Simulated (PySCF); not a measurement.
# CaF: the cost of one run

The runs use PySCF 2.14.0, with density-fitted response routines of our own; the level of theory stands in each step. All values are computed, except where a source is named. Atoms count from 0, in the outputs and in this text.

### Step 1. The molecule as given

2 atoms, charge 0, multiplicity 2; geometry from: GFN2-xTB.

Bonds of the start (Å): F0–Ca1 1.85.

### Step 2. Geometry optimisation at PBE0-D3(BJ)/def2-TZVP

Job settings and geometry (Å):

```
{"job": {"xc": "PBE0", "basis": "def2-TZVP", "d3": "d3bj", "grid": 2, "kind": "geom"}, "charge": 0, "multiplicity": 2}
F      0.000000     0.000000     0.000000
Ca     0.000000     0.000000     1.854330
```

**Question.** How long does this first job take on 2 threads of Intel Xeon Platinum 8259CL at 2.50GHz (Skylake/Cascade Lake), shared host?

About 7.1 s.
